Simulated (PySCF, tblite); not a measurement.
**C5H7F3O: geometry, infrared bands, NMR shifts, spin-spin couplings and electronic excitations**

What infrared bands, NMR shifts, spin-spin couplings and electronic excitations should C5H7F3O (`C[C@]1(C(F)(F)F)CCO1`) show?

Programs: tblite 0.8.0 and PySCF 2.14.0, with density-fitted response routines of our own. Each step states its level of theory. These are calculated values for one molecule in the gas phase, unless marked as measured. Atoms count from 0, in the outputs and in this text.

**1. The starting structure**

16 atoms, charge 0, multiplicity 1; geometry from: force field or distance geometry start.

Bonds of the start (Å): C0–C1 1.52, C1–C2 1.51, C2–F3 1.37, C2–F4 1.35, C2–F5 1.36, C1–C6 1.54, C6–C7 1.54, C7–O8 1.45, O8–C1 1.48, C0–H9 1.11, C0–H10 1.10, C0–H11 1.09, C6–H12 1.08, C6–H13 1.09, C7–H14 1.08, C7–H15 1.09.

**2. Optimising the geometry with GFN2-xTB**

Job settings and geometry (Å):

```
{"job": {"kind": "relax", "xc": "GFN2-xTB", "basis": "xTB"}, "charge": 0, "multiplicity": 1}
C     -0.869800    -1.415500    -0.403100
C     -0.233500    -0.128200     0.097500
C     -1.242200     0.933200     0.484100
F     -1.960300     1.318600    -0.621500
F     -0.651900     2.044900     0.981600
F     -2.134100     0.487300     1.404900
C      0.939200     0.382600    -0.765000
C      1.787900     0.220400     0.504100
O      0.705600    -0.452200     1.196200
H     -1.568300    -1.829700     0.348000
H     -1.450400    -1.226100    -1.320400
H     -0.132600    -2.183100    -0.624200
H      1.230200    -0.273000    -1.576700
H      0.859300     1.406100    -1.128800
H      2.652800    -0.423500     0.397800
H      2.060400     1.147200     1.013800
```

Launch:

```bash
$ OMP_NUM_THREADS=1 python probes_run.py task.json out
```

The driver reads the jobs from task.json and runs them one after another.

**Question.** This job is followed by: GFN2-xTB harmonic vibrations, gas phase; PBE0-D3(BJ)/def2-SVP geometry optimisation, gas phase; GIAO PBE0/pcSseg-1 NMR shielding, non-relativistic, gas phase; B3LYP/pcJ-1 indirect spin-spin coupling, non-relativistic, gas phase; TDDFT B3LYP/def2-SVPD, vertical, gas phase, core orbitals frozen in the response; GIAO wB97X-D/pcSseg-1 NMR shielding, non-relativistic, gas phase. Predict these results of the whole session: strongest single infrared mode (GFN2-xTB); zero-point energy (GFN2-xTB); point group; rotational constants (main isotopes); ¹³C shifts against TMS (PBE0/pcSseg-1); ¹H shifts against TMS (PBE0/pcSseg-1, means over atoms taken as alike); ¹⁹F shifts against CFCl3 (PBE0/pcSseg-1, means over atoms taken as alike); ¹⁷O shifts against H2O (PBE0/pcSseg-1); largest coupling of the table (B3LYP/pcJ-1); lowest singlet (B3LYP/def2-SVPD); brightest single state of those computed; lowest triplet; vertical ionisation energy (ΔSCF); range of the shift of F3.

As calculated:

| quantity | value |
| --- | --- |
| strongest single infrared mode (GFN2-xTB) | 1093 cm⁻¹, 283 km/mol |
| zero-point energy (GFN2-xTB) | 72.9 kcal/mol |
| point group | C1 |
| rotational constants (main isotopes) | 2.45, 1.52, 1.36 GHz |
| ¹³C shifts against TMS (PBE0/pcSseg-1) | 131.1, 82.1, 66.6, 29.5, 22.5 ppm |
| ¹H shifts against TMS (PBE0/pcSseg-1, means over atoms taken as alike) | 4.59, 4.37, 2.59, 2.29, 1.45 ppm |
| ¹⁹F shifts against CFCl3 (PBE0/pcSseg-1, means over atoms taken as alike) | -100.4 ppm |
| ¹⁷O shifts against H2O (PBE0/pcSseg-1) | 46.8 ppm |
| largest coupling of the table (B3LYP/pcJ-1) | ¹J(C,F) C2–F3, -347.7 Hz |
| lowest singlet (B3LYP/def2-SVPD) | 7.08 eV (175 nm), f = 0.002 |
| brightest single state of those computed | state 6, 8.63 eV, f = 0.041 |
| lowest triplet | 6.92 eV |
| vertical ionisation energy (ΔSCF) | 10.05 eV |
| range of the shift of F3 | -100.4 to -93.0 ppm |

The optimisation took 44 steps and gained 0.160 eV; among the close pairs (by a distance rule), C1–O8 changed most, from 1.481 to 1.428 Å (GFN2-xTB). All 42 modes are real, so the xTB geometry is a minimum. The strongest single mode, at 1093 cm⁻¹, moves mainly C2. Unscaled tight-binding wavenumbers are off by several per cent, some by more. Its intensities can rank the bands wrongly. Relaxing lowered the energy by 0.123 eV in 12 steps; the close pair that moved most is C0–H11, from 1.058 to 1.098 Å (PBE0/def2-SVP). At PBE0/pcSseg-1: The largest span, 151 ppm, is at F3, F4, F5, where the paramagnetic term is -196 ppm. Of the pairs tabulated at B3LYP/pcJ-1, C2–F3 (mean over like pairs) couples most strongly (-347.7 Hz; Fermi contact -322.7 Hz). Couplings across rotatable bonds belong to this one conformer; where others are populated, the observed values are averages. Density functionals describe couplings to fluorine poorly, F–F couplings above all, so those rows are rough. The lowest singlet, at 7.08 eV, is HOMO→LUMO 0.93 and is weak; of the 10 states computed, the strongest absorption comes from state 6 at 8.63 eV. The lowest triplet lies 0.16 eV below the lowest singlet (triplets in Tamm-Dancoff, singlets in full TDDFT). ΔSCF puts the ionisation energy at 10.05 eV, 2.38 eV above −ε(HOMO). Across the 2 runs the shift of F3 (with its like atoms) moves most, between -100.4 (PBE0/pcSseg-1) and -93.0 ppm (wB97X-D/pcSseg-1).
